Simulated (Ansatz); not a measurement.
**BNH3ClO (SMILES NB(O)Cl): B3LYP/6-31G(d) (spherical functions)**

Aim: the vertical electron affinity of BNH3ClO at B3LYP/6-31G* (spherical functions), from 2 runs. 

The calculation is run with Ansatz 0.2.0.

77 further runs of the same task are left out: 77 set aside as unsound or not needed.

## 1. The structure to begin with

BNH3ClO: 7 atoms, total charge 0, spin state singlet. SMILES: `NB(O)Cl`. The coordinates come from a PBE0-D4/def2-TZVP relaxation. This is one conformer, not always the lowest.

Bond lengths: N1–B2 1.393 Å, B2–O3 1.360 Å, B2–Cl4 1.788 Å, N1–H5 1.002 Å, N1–H6 1.005 Å, O3–H7 0.959 Å. Angles: N1–B2–O3 120.7°, N1–B2–Cl4 119.3°, O3–B2–Cl4 120.0°, B2–N1–H5 122.9°, B2–N1–H6 121.7°, B2–O3–H7 113.0°, H5–N1–H6 115.4°.

## 2. The energy at B3LYP/6-31G(d) (spherical functions)

in.yaml reads:

```yaml
crystal:
  periodic: [false, false, false]
  atoms:
    - {symbol: "N", position_ang: [-0.520100, 0.976200, -0.014400]}
    - {symbol: B, position_ang: [0.060900, -0.288100, -0.083300]}
    - {symbol: O, position_ang: [1.097000, -0.622600, 0.732400]}
    - {symbol: Cl, position_ang: [-0.570000, -1.477100, -1.260400]}
    - {symbol: H, position_ang: [-1.284200, 1.257300, -0.599100]}
    - {symbol: H, position_ang: [-0.194300, 1.671700, 0.633400]}
    - {symbol: H, position_ang: [1.410800, -1.517400, 0.591500]}
basis:
  gaussian:
    orbitals: 6-31G_st_-spherical.json
accuracy: high
output: {orbitals: {seedname: orbitals}}
hamiltonian:
  xc: {name: B3LYP}
```

The basis set 6-31G* is read from a file made from the Basis Set Exchange's data (not shown).

On the command line:

```console
$ ansatz run in.yaml --threads 1 --pin off --max-ram 3480MiB --events-out events.jsonl --progress --plain --runs-dir runs
```

Standard output:

```text
Warning: RAYON_NUM_THREADS=1 ignored (pool sized by the plan → 1); use --threads N
Functional definition: B3LYP
  name "B3LYP"
  parameter a0 = 0.2
  parameter ax = 0.72
  parameter ac = 0.81
  exchange = (1 - a0 - ax)*slater_x + ax*b88_x + a0*exact_x
  correlation = (1 - ac)*vwn_rpa_c + ac*lyp_c
1478 factors; integrals over basis functions are off by at most 3.5e-9 eV
mean field evaluation 1: about -16780.6947 eV, gradient 6.4e1 eV
mean field evaluation 2: about -16772.6828 eV, gradient 9.0e1 eV
mean field evaluation 4: about -16788.2077 eV, gradient 2.4e0 eV
mean field evaluation 8: about -16788.3705 eV, gradient 2.8e-1 eV
mean field evaluation 16: about -16788.3707 eV, gradient 1.1e-5 eV
mean field -16788.37072378 eV, -616.9612445324 hartree, gradient 2.2e-8 eV, S^2 0.000000; 0 other end points of the search recorded, 0 dependent functions left out
reference -16788.37075703 eV, -616.9612457544 hartree; 20, 20 occupied and 46, 46 virtual orbitals, 1478 factors
Total energy: -16788.37075703 eV, -616.9612457544 hartree
```

It took 2.6 s on 1 thread of Intel Xeon 6975P-C (Granite Rapids), shared host; peak memory 0.2 GiB.

## 3. The doublet anion, same level

job.yaml reads:

```yaml
crystal:
  periodic: [false, false, false]
  atoms:
    - {symbol: N, position_ang: [-0.520100, 0.976200, -0.014400]}
    - {symbol: B, position_ang: [0.060900, -0.288100, -0.083300]}
    - {symbol: O, position_ang: [1.097000, -0.622600, 0.732400]}
    - {symbol: Cl, position_ang: [-0.570000, -1.477100, -1.260400]}
    - {symbol: H, position_ang: [-1.284200, 1.257300, -0.599100]}
    - {symbol: H, position_ang: [-0.194300, 1.671700, 0.633400]}
    - {symbol: H, position_ang: [1.410800, -1.517400, 0.591500]}
basis:
  gaussian:
    orbitals: 6-31G_st_-spherical.json
total_charge: -1
magnetization:
  spin_polarized: true
  initial_magnetization: 1
hamiltonian:
  xc: {name: B3LYP}
accuracy: high
output: {orbitals: {seedname: orbitals}}
```

The basis set 6-31G* is read from a file made from the Basis Set Exchange's data (not shown).

On the command line:

```console
$ ansatz run job.yaml --threads 1 --pin off --max-ram 3480MiB --events-out events.jsonl --progress --plain --runs-dir runs
```

Standard output (excerpt; [...] marks lines left out):

```text
Warning: RAYON_NUM_THREADS=1 ignored (pool sized by the plan → 1); use --threads N
[... 7 set-up lines as earlier in the session ...]
1479 factors; integrals over basis functions are off by at most 3.4e-9 eV
mean field evaluation 1: about -16780.0432 eV, gradient 3.1e1 eV
mean field evaluation 2: about -16767.7192 eV, gradient 5.7e1 eV
mean field evaluation 4: about -16783.9114 eV, gradient 7.1e0 eV
mean field evaluation 8: about -16784.3932 eV, gradient 7.7e-1 eV
mean field evaluation 16: about -16784.3979 eV, gradient 5.8e-3 eV
mean field evaluation 32: about -16784.3979 eV, gradient 1.1e-5 eV
mean field evaluation 64: about -16784.2744 eV, gradient 9.1e-1 eV
mean field -16784.39792420 eV, -616.8152468407 hartree, gradient 2.7e-8 eV, S^2 0.751378; 6 other end points of the search recorded, 0 dependent functions left out
reference -16784.39795812 eV, -616.8152480874 hartree; 21, 20 occupied and 45, 46 virtual orbitals, 1479 factors
Total energy: -16784.39795812 eV, -616.8152480874 hartree
```

Wall time 15 s (1 thread of Intel Xeon 6975P-C (Granite Rapids), shared host); peak memory 0.31 GiB.

## 4. Results

Level: B3LYP/6-31G* (spherical functions).

```
                                         quantity          value
                    singlet BNH3ClO: total energy  -616.96125 Eh
                     singlet BNH3ClO: HOMO energy       -7.45 eV
                     singlet BNH3ClO: LUMO energy        1.83 eV
                   singlet BNH3ClO: HOMO–LUMO gap        9.27 eV
                      doublet anion: total energy  -616.81525 Eh
doublet anion: HOMO energy (highest over α and β)        6.03 eV
 doublet anion: LUMO energy (lowest over α and β)        7.43 eV
                              doublet anion: ⟨S²⟩          0.751
vertical electron affinity (to the doublet anion)      -3.973 eV
```

The anion lies 3.97 eV (383 kJ/mol) above the neutral: the electron isn't bound at this level, and such a value depends on the basis. Without diffuse functions anions come out too high. The HOMO (doublet anion) lies at positive energy, 6.03 eV; only total energies tell whether the electron is bound.
